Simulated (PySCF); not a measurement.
# A diatomic session: ZnF+

Aim: find the lowest electronic state of ZnF+, scan its bond at several levels of theory, and get bond length, wavenumber and dissociation energy from each curve.

The runs use PySCF 2.14.0; Zn def2-TZVPPD, F def2-TZVPPD, no relativity.

## (1) Set-up

A driver script around PySCF takes these settings:

```json
{
 "atoms": "Zn, F",
 "charge": "1",
 "basis": "Zn def2-TZVPPD, F def2-TZVPPD",
 "Hamiltonian": "no relativity",
 "basis functions": "107",
 "electrons treated": "38",
 "masses in u": "63.9291, 18.9984",
 "levels": "PBE0, PBE, r²SCAN, M06, BHandHLYP, r²SCAN0, B97-3, LDA, ωB97X, HF, MP2, SCS-MP2, CCSD, CCSD(T)",
 "grid": "80 radial by 434 angular points",
 "occupations": "held fixed by the projection of orbital angular momentum",
 "dissociation limit": "Zn+ + F, each in its ground configuration",
 "starting distance in angstrom": "1.905",
 "values of 2S to try": "0, 2"
}
```

On the command line:

```console
$ OMP_NUM_THREADS=2 python dia.py task.json out
```

After this run come: First curve: PBE0; Other states along the same grid; PBE (GGA); r²SCAN (meta-GGA); M06; BHandHLYP (global hybrid GGA); r²SCAN0 (hybrid meta-GGA); B97-3 (global hybrid GGA); LDA (local density); ωB97X; RHF; Correlated methods on the Hartree–Fock reference.

Before running it: what results should come out? Wanted: for each run, Re; ωe; De; μ.

As calculated:

Lowest PBE0 solution found, without spin–orbit coupling: ¹Σ⁺ (singlet), closed shell. State 2 has its PBE0 minimum 2.56 eV higher. The other levels ran on the lowest alone.

| level | Re (Å) | ωe (cm⁻¹) | De (eV) | μ (D) |
| --- | --- | --- | --- | --- |
| RHF | 1.707 | 775 | 1.11 | -7.11 |
| RHF-MP2 | 1.706 | 735 | 3.15 | n/a |
| RHF-SCS-MP2 | 1.712 | 729 | 3.02 | n/a |
| RHF-CCSD | 1.710 | 737 | 2.76 | n/a |
| RHF-CCSD(T) | 1.715 | 719 | 2.93 | n/a |
| LDA | 1.694 | 728 | 3.94 | -5.15 |
| PBE | 1.729 | 680 | 3.15 | -5.27 |
| r²SCAN | 1.709 | 723 | 2.96 | -5.60 |
| PBE0 | 1.711 | 724 | 2.76 | -5.86 |
| r²SCAN0 | 1.701 | 749 | 2.62 | -6.05 |
| B97-3 | 1.721 | 711 | 2.83 | -5.89 |
| M06 | 1.705 | 732 | 2.76 | -5.80 |
| BHandHLYP | 1.706 | 750 | 2.35 | -6.30 |
| ωB97X | 1.709 | 739 | 3.07 | -6.02 |

De is counted to Zn+ + F in their ground configurations. A positive dipole points from Zn to F; in an ion it is taken about the centre of mass and does not tell which atom is negative.

What this shows: The methods spread over 0.035 Å in bond length, from LDA to PBE. Of the levels with a De here, RHF gives the least (1.11 eV) and LDA the most (3.94 eV).

Correlated steps freeze 6 core orbitals. T1 is 0.020 near the minimum (highest on the curve 0.026), which may point to more than one leading configuration.
